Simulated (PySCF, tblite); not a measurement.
# Si21NH31: electronic excitations, NMR shifts

Aim: compute the electronic excitations, NMR shifts of Si21NH31.

Computed with tblite 0.8.0 and PySCF 2.14.0 and routines of our own; the level stands in each step. Atoms count from 0.

## Step 1: The system as given

53 atoms, charge 0, multiplicity 1; geometry from: force field, distance geometry or constructed start.

## Step 2: Geometry optimisation with GFN2-xTB

What the job is given:

```
{"job": {"kind": "relax", "xc": "GFN2-xTB", "basis": "xTB"}, "charge": 0, "multiplicity": 1}
Si     1.820100    -1.618000    -0.583200
Si     1.626300    -1.599100    -2.818600
Si     1.812500    -3.656300    -3.679500
Si    -1.815900    -1.611800    -0.587800
Si    -1.630500    -1.602900    -2.808300
Si    -1.810600    -3.654500    -3.683100
Si     0.000100    -4.785900    -0.675600
Si     0.003400    -4.730800    -2.913000
Si     0.002700    -0.424300     2.392100
Si    -0.002800    -0.522900     0.154300
Si     1.811900    -3.743600     0.124700
Si    -1.816500    -3.744400     0.126800
Si    -0.003400     1.588900    -0.607600
Si     0.002200     6.034300     2.658800
Si     1.875800     4.897800     3.074700
Si     1.817400     2.776700     2.355500
Si     1.835000     2.652600     0.113200
Si    -1.879100     4.889300     3.073400
Si    -1.819900     2.777900     2.351700
Si    -1.831800     2.651600     0.115000
Si    -0.002300     1.705800     3.104500
N     -0.000900    -0.911800    -3.259000
H      0.003400    -0.903500    -4.272200
H      2.970500    -0.975700    -0.053300
H      2.720800    -0.835300    -3.314300
H      1.793700    -3.613100    -5.104200
H      2.988700    -4.395800    -3.381100
H     -2.975300    -0.970800    -0.050600
H     -2.719700    -0.837500    -3.317200
H     -2.986900    -4.397700    -3.377000
H     -1.796200    -3.611600    -5.107800
H     -0.001900    -6.144200    -0.233400
H     -0.001000    -6.070800    -3.414600
H      1.127600    -1.124000     2.922900
H     -1.124300    -1.120900     2.915900
H      3.005000    -4.409800    -0.286000
H      1.843000    -3.800100     1.547400
H     -3.003600    -4.409500    -0.285700
H     -1.842700    -3.804100     1.551300
H     -0.004800     1.571400    -2.038400
H     -0.000100     7.245200     3.418200
H      0.005900     6.479900     1.310900
H      2.998200     5.570900     2.492600
H      2.163600     4.915200     4.471300
H      2.972500     2.103300     2.847800
H      1.917000     3.955000    -0.465500
H      3.013800     1.986600    -0.344800
H     -2.993600     5.572500     2.498500
H     -2.159400     4.916100     4.473300
H     -2.974300     2.102300     2.847400
H     -3.012300     1.979200    -0.341200
H     -1.912300     3.954700    -0.462400
H     -0.000400     1.720700     4.530100
```

On the command line:

```sh
$ OMP_NUM_THREADS=2 python large_run.py task.json out
```

One launch serves the whole session: the jobs run in the order shown.

The program printed:

```text
step      E/eV     max force
  0   -1487.40125    1.585
  1   -1487.88569    0.899
  2   -1489.05903    2.226
  3   -1489.38177    1.852
  4   -1489.66893    0.724
  5   -1489.74593    0.460
  6   -1489.83576    0.571
  7   -1489.91869    0.887
  8   -1490.02561    1.030
  9   -1490.13881    0.786
 10   -1490.20817    0.420
 11   -1490.23885    0.310
 12   -1490.26863    0.384
 13   -1490.29183    0.370
 14   -1490.30934    0.313
 15   -1490.32327    0.261
 16   -1490.33593    0.234
 17   -1490.34885    0.204
 18   -1490.36070    0.191
 19   -1490.37016    0.194
 20   -1490.37778    0.165
 21   -1490.38403    0.128
 22   -1490.38938    0.124
 23   -1490.39528    0.147
 24   -1490.40315    0.192
 25   -1490.41344    0.275
 26   -1490.42513    0.272
 27   -1490.43582    0.245
 28   -1490.44373    0.181
 29   -1490.44926    0.130
 30   -1490.45287    0.239
 31   -1490.45696    0.209
 32   -1490.46142    0.187
 33   -1490.47111    0.138
 34   -1490.47395    0.127
 35   -1490.47821    0.095
 36   -1490.48034    0.097
 37   -1490.48455    0.121
 38   -1490.48847    0.112
 39   -1490.49225    0.127
 40   -1490.49494    0.171
 41   -1490.49731    0.162
 42   -1490.50001    0.102
 43   -1490.50303    0.084
 44   -1490.50466    0.079
 45   -1490.50603    0.071
 46   -1490.50733    0.088
 47   -1490.50920    0.097
 48   -1490.51126    0.100
 49   -1490.51288    0.064
 50   -1490.51393    0.055
 51   -1490.51476    0.102
 52   -1490.51573    0.079
 53   -1490.51695    0.065
 54   -1490.51803    0.065
 55   -1490.51860    0.053
 56   -1490.51931    0.056
 57   -1490.51992    0.050
 58   -1490.52055    0.043
 59   -1490.52118    0.045
 60   -1490.52189    0.044
 61   -1490.52260    0.053
 62   -1490.52318    0.043
 63   -1490.52360    0.041
 64   -1490.52394    0.039
 65   -1490.52426    0.034
 66   -1490.52457    0.043
 67   -1490.52487    0.036
 68   -1490.52517    0.030
 69   -1490.52542    0.038
 70   -1490.52562    0.040
 71   -1490.52577    0.041
 72   -1490.52590    0.034
 73   -1490.52603    0.026
 74   -1490.52617    0.024
 75   -1490.52629    0.025
 76   -1490.52640    0.018
```

Wall time 18 s (2 threads of Arm Neoverse N1, shared host); peak memory 0.17 GiB.

Step by step:

| step | energy from step 0 (eV) | largest force (eV/Å) |
| --- | --- | --- |
| 0 | 0.0000 | 1.5858 |
| 1 | -0.4844 | 0.8987 |
| 2 | -1.6578 | 2.2265 |
| 3 | -1.9805 | 1.8516 |
| 4 | -2.2677 | 0.7242 |
| 5 | -2.3447 | 0.4599 |
| 6 | -2.4345 | 0.5713 |
| 7 | -2.5174 | 0.8863 |
| 8 | -2.6244 | 1.0305 |
| 13 | -2.8906 | 0.3699 |
| 19 | -2.9689 | 0.1946 |
| 25 | -3.0122 | 0.2757 |
| 31 | -3.0557 | 0.2090 |
| 37 | -3.0833 | 0.1209 |
| 42 | -3.0988 | 0.1019 |
| 48 | -3.1100 | 0.0999 |
| 54 | -3.1168 | 0.0652 |
| 60 | -3.1206 | 0.0445 |
| 66 | -3.1233 | 0.0430 |
| 72 | -3.1247 | 0.0338 |
| 73 | -3.1248 | 0.0261 |
| 74 | -3.1249 | 0.0242 |
| 75 | -3.1250 | 0.0247 |
| 76 | -3.1252 | 0.0172 |

Close pairs (by a distance rule), those that changed most:

```csv
bond,before (Å),after (Å),change (Å)
Si6–Si7,2.238,2.381,+0.142
Si9–Si12,2.245,2.378,+0.133
Si3–Si9,2.241,2.372,+0.130
Si15–Si20,2.240,2.368,+0.128
Si18–Si20,2.240,2.368,+0.128
Si0–Si9,2.251,2.373,+0.122
Si3–Si4,2.228,2.348,+0.120
Si8–Si9,2.240,2.357,+0.117
```

The final coordinates are the input of the step that follows.

## Step 3: Electronic excitations: TDDFT PBE/6-31G*

What the job is given:

```
{"job": {"kind": "uv", "basis": "6-31G*", "grid": 1, "kgrid": 0, "vcut": null, "nstates": 6, "ntriplets": 2, "tda": false, "delta": ["ip_vertical"], "pop": true, "xc": "PBE"}, "charge": 0, "multiplicity": 1}
Si     1.813782    -1.765249    -0.699765
Si     1.619171    -1.806096    -3.039256
Si     1.829496    -3.937294    -3.947398
Si    -1.813592    -1.764930    -0.699694
Si    -1.619634    -1.806078    -3.039082
Si    -1.830106    -3.936768    -3.947288
Si     0.000649    -5.122152    -0.765827
Si     0.000254    -5.158728    -3.146065
Si     0.000224    -0.403534     2.575899
Si    -0.000375    -0.546060     0.223053
Si     1.864998    -3.975656     0.077602
Si    -1.865344    -3.975336     0.077807
Si    -0.000146     1.699163    -0.559076
Si     0.000630     6.321497     2.751779
Si     1.957266     5.191496     3.285196
Si     1.901124     2.989280     2.513684
Si     1.911650     2.824973     0.177975
Si    -1.955279     5.192208     3.286137
Si    -1.900116     2.989024     2.513702
Si    -1.911931     2.825172     0.179109
Si     0.000516     1.820026     3.306418
N     -0.000248    -1.249735    -3.415095
H     -0.000112    -0.307648    -3.763144
H      3.056930    -1.063741    -0.305398
H      2.454102    -0.773534    -3.682949
H      1.949480    -3.999729    -5.413033
H      3.117379    -4.489376    -3.490014
H     -3.057210    -1.063929    -0.305180
H     -2.454268    -0.773539    -3.682550
H     -3.117819    -4.489294    -3.489769
H     -1.949897    -3.999652    -5.413090
H      0.000033    -6.516881    -0.281238
H     -0.000227    -6.559796    -3.617299
H      1.153470    -1.153185     3.093005
H     -1.153130    -1.152854     3.093281
H      3.124360    -4.663726    -0.244256
H      1.863420    -3.976340     1.547664
H     -3.124739    -4.664078    -0.244097
H     -1.863316    -3.976378     1.548145
H     -0.000417     1.618083    -2.035538
H      0.001083     7.697054     3.267680
H      0.000558     6.512724     1.289396
H      3.139312     5.906709     2.779715
H      2.150661     5.222717     4.744183
H      3.094870     2.275268     3.009273
H      2.013189     4.180026    -0.389048
H      3.122876     2.165971    -0.325806
H     -3.137679     5.907220     2.781313
H     -2.147988     5.222829     4.745192
H     -3.093953     2.275867     3.010735
H     -3.122875     2.166124    -0.324491
H     -2.013478     4.179869    -0.388214
H      0.000904     1.904721     4.782613
```

Method: TDDFT PBE/6-31G*, vertical, gas phase, core orbitals frozen in the response.

The program printed:

```text
start: PBE on a coarse grid of 51565 points
cycle   1  E = -6149.7193997910  dE =  1.199e+00  |g| = 5.993e-01  |ddm| = 7.067e+00
cycle   2  E = -6149.3370036238  dE =  3.824e-01  |g| = 1.342e+00  |ddm| = 4.012e+00
cycle   3  E = -6149.7984071985  dE = -4.614e-01  |g| = 1.943e-01  |ddm| = 3.622e+00
cycle   4  E = -6149.8073805514  dE = -8.973e-03  |g| = 1.068e-01  |ddm| = 7.160e-01
cycle   5  E = -6149.8119922605  dE = -4.612e-03  |g| = 3.241e-02  |ddm| = 3.218e-01
cycle   6  E = -6149.8123925865  dE = -4.003e-04  |g| = 1.028e-02  |ddm| = 8.809e-02
cycle   7  E = -6149.8124362039  dE = -4.362e-05  |g| = 3.160e-03  |ddm| = 2.803e-02
final grid: 199106 points
cycle   8  E = -6149.3421245932  dE = -2.436e-05  |g| = 1.097e-02  |ddm| = 8.375e-02
cycle   9  E = -6149.3419461068  dE =  1.785e-04  |g| = 2.574e-02  |ddm| = 7.065e-02
cycle  10  E = -6149.3421649462  dE = -2.188e-04  |g| = 1.757e-03  |ddm| = 5.259e-02
cycle  11  E = -6149.3421664066  dE = -1.460e-06  |g| = 4.825e-04  |ddm| = 4.870e-03
cycle  12  E = -6149.3421709664  dE = -4.560e-06  |g| = 2.084e-04  |ddm| = 1.355e-03
cycle  13  E = -6149.3421670851  dE =  3.881e-06  |g| = 4.844e-05  |ddm| = 5.036e-04
converged SCF energy = -6149.3421670851
Vertical ionisation energy (delta-SCF) = 7.0627 eV   <S^2> = 0.752

Static polarisability (au): isotropic 603.648, principal 485.123 511.170 814.650

Singlet excitations
state   eV       nm        f      main configurations
  1   3.0570    405.6   0.00593   H->L 0.99
  2   3.2385    382.8   0.00027   H->L+1 1.00
  3   3.2572    380.6   0.01798   H->L+2 0.99
  4   3.7023    334.9   0.00002   H->L+3 1.00
  5   3.7211    333.2   0.00061   H->L+4 0.91, H->L+5 0.09
  6   3.8228    324.3   0.01552   H->L+5 0.89

Triplet excitations (Tamm-Dancoff, eV): 2.8958 3.1785
```

It took 1.8 min on 2 threads of Arm Neoverse N1, shared host; peak memory 1.5 GiB.

The orbitals next to the gap, with their largest atomic shares:

| orbital | eV | atoms |
| --- | --- | --- |
| HOMO−4 | -6.60 | Si8 16 %, Si20 9 %, Si9 8 % |
| HOMO−3 | -6.37 | Si6 16 %, Si7 13 %, Si10 12 % |
| HOMO−2 | -6.25 | Si9 18 %, Si3 14 %, Si0 11 % |
| HOMO−1 | -6.25 | Si12 17 %, Si9 14 %, Si0 8 % |
| HOMO | -5.24 | N21 46 %, Si0 10 %, Si3 10 % |
| LUMO | -2.25 | Si4 13 %, Si1 13 %, Si9 12 % |
| LUMO+1 | -2.02 | Si9 16 %, Si8 10 %, Si0 8 % |
| LUMO+2 | -2.00 | Si12 12 %, Si9 12 %, Si8 8 % |
| LUMO+3 | -1.56 | Si7 12 %, Si6 12 %, Si5 8 % |

With each of the 6 states as a Gaussian band of 0.4 eV half-width at 1/e, the curve within the window shown has maxima at 378 nm (ε 1,000) L/(mol cm). Beyond the last state computed it falls off for lack of states. The curve at chosen wavelengths:

| nm | ε (L/mol/cm) |
| --- | --- |
| 301 | 374 |
| 309 | 533 |
| 317 | 668 |
| 325 | 762 |
| 333 | 819 |
| 342 | 864 |
| 350 | 903 |
| 358 | 947 |
| 366 | 989 |
| 374 | 1016 |
| 382 | 1016 |
| 390 | 983 |
| 398 | 920 |
| 407 | 819 |
| 415 | 715 |
| 423 | 607 |
| 431 | 501 |
| 439 | 405 |
| 447 | 320 |
| 455 | 249 |
| 463 | 191 |
| 472 | 139 |
| 480 | 103 |
| 488 | 76 |
| 496 | 56 |
| 504 | 40 |

Further results of this job:

```
           property  computed
  dipole moment (D)      0.87
polarisability (Å³)     89.45
 HOMO–LUMO gap (eV)      2.99
      −ε(HOMO) (eV)      5.24
```

(Part 1 of 2 ends here.)
